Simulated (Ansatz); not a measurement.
# Ni (Ni (110), 3 layers): how the settings move a single-point run

Aim: see which settings change the result for Ni (Ni (110), 3 layers), by how much, and at what cost.

Method: reference: DFT, PBE, PAW with Ansatz's default frozen-core files, scalar-relativistic, in Ansatz 0.2.0.

## (1) The structure to begin with

Symmetry: Pmmm, No. 47, orthorhombic system. Conventional cell: a = 2.488 Å, b = 3.519 Å, c = 18.488 Å, α = 90.00°, β = 90.00°, γ = 90.00°. Ni (site symmetry mm2) is surrounded by 7 Ni at 2.30 to 2.49 Å. Ni (site symmetry mmm) has 10 Ni at 2.44 to 2.49 Å as nearest neighbours.

As a file:

```xyz
3
Lattice="2.4880 0.0000 0.0000 0.0000 3.5186 0.0000 0.0000 0.0000 18.4880" Properties=species:S:1:pos:R:3 pbc="T T T"
Ni    0.0000    0.0000    8.0920
Ni    1.2440    1.7593    9.2440
Ni    0.0000    0.0000   10.3960
```

## (2) The reference run

input.yaml

```yaml
crystal:
  lattice:
    - [2.4880368655, 0.0, 0.0]
    - [0.0, 3.5186154789, 0.0]
    - [0.0, 0.0, 18.488]
  atoms:
    - { symbol: Ni, position: [0.0, 0.0, 0.4376885799], spin: 1.0 }
    - { symbol: Ni, position: [0.5, 0.5, 0.5000000073], spin: 1.0 }
    - { symbol: Ni, position: [0.0, 0.0, 0.5623114128], spin: 1.0 }
  periodic: [true, true, false]
magnetization:
  spin_polarized: true
kpoints:
  mp_grid: { grid: [15, 10, 1] }
scf:
  occupations: { method: fermi_dirac, width: 0.05 }
hamiltonian:
  xc: pbe
  pseudopotentials: { kind: paw }
output:
  forces: true
  stress: true
  eigenvalues: true
```

Launch:

```
ansatz run input.yaml --threads 2 --pin off --max-ram 6144MiB --backend cpu --events-out ev --progress --plain --runs-dir out
```

## (3) Changing settings: xc revpbe, ecutrho_ratio 8

input.yaml: that of step 2 with these lines changed.

```diff
@@ -17,3 +17,3 @@
 hamiltonian:
-  xc: pbe
+  xc: revpbe
   pseudopotentials: { kind: paw }
@@ -23 +23,7 @@
   eigenvalues: true
+  write_density: true
+  write_potential: true
+  elf: true
+  volumetric_format: npy
+basis:
+  ecutrho_ratio: 8
```

**Question.** What will these runs give? Wanted: for each run, ending; energy change; abs. moment; force.

**Answer**, as computed:

```tsv
run	ending	energy change	abs. moment (μB)	force (eV/Å)	cycles	time
reference	converged	-	2.58	0.00	14	36 s
1: xc revpbe, ecutrho_ratio 8	converged	not comparable	2.61	0.20	13	41 s
```

Times don't compare one to one where runs were asked for different outputs or read a saved state (see the inputs); cycles may leave out searches for a lower state.

Residual by cycle in the longest SCF loop of each run; runs are numbered as in the table. The quantity is the density residual dr2, in eV.

```tsv
cycle	reference	run 1
1	3.44	3.48
2	1.02	1.05
3	0.0624	0.05
5	0.0409	0.0139
6	0.00582	0.00209
7	1.9e-4	6.3e-5
8	1.7e-5	2.5e-5
9	8.0e-7	1.5e-6
10	7.5e-7	6.4e-7
12	4.4e-9	2.0e-9
13	5.8e-10	8.5e-9
14	2.7e-10	-
```

**Reading.** After a change of functional the difference of the totals has no physical meaning; the largest force goes from 0.00 to 0.20 eV/Å. The numerical grids changed too.
